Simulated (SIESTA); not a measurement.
**BiTe under changes of volume**

One of the cells (34.532 Å³/atom); the others are scaled copies at fixed shape and fractional positions:

```
Bi Te
1.0
     0.00000    3.25642    3.25642
     3.25642    0.00000    3.25642
     3.25642    3.25642    0.00000
Bi Te
1 1
Direct
  0.00000 0.00000 0.00000
  0.50000 0.50000 0.50000
```

| Quantity | Value |
| --- | --- |
| Program | SIESTA 5.4.2 |
| Functional | PBE |
| Potentials or basis | PseudoDojo 0.4 standard (PBE files) |
| Basis | DZP (energy shift 0.003 Ry; two zetas on semicore shells) |
| Grid cutoff | 500 Ry |
| Energy shift | 0.003 Ry |
| k mesh | 7 × 7 × 7 |
| Occupations | fermi-dirac, width 0.05 eV |
| Spin | no spin polarisation |

| volume (Å³/atom) | energy over the lowest point (meV/atom) | pressure (GPa) |
| --- | --- | --- |
| 31.824 | 48.27 | 5.3 |
| 32.501 | 28.65 | 4.0 |
| 33.178 | ? | ? |
| 34.532 | 1.29 | 0.8 |
| 35.209 | 0.00 | -0.2 |
| 35.886 | 2.43 | -1.0 |

Task: What does the run at 33.178 Å³/atom give?

Result: Energy over the lowest point 14.38 meV/atom; pressure 2.8 GPa.

Worked out: A Birch-Murnaghan fit of order 3 (a polynomial in V^(-2/3)) to the other rows has its minimum at 35.07 Å³/atom with B0 = V·E''(V) = 40 GPa and B' = 6.5. It gives 14.81 meV/atom at 33.178 Å³/atom, against the run's 14.38, and -dE/dV = 2.7 GPa, against 2.8.

Energies are extrapolated to zero smearing.

Caveats: the basis of atomic orbitals isn't converged, which shifts pressures, moduli and gaps.
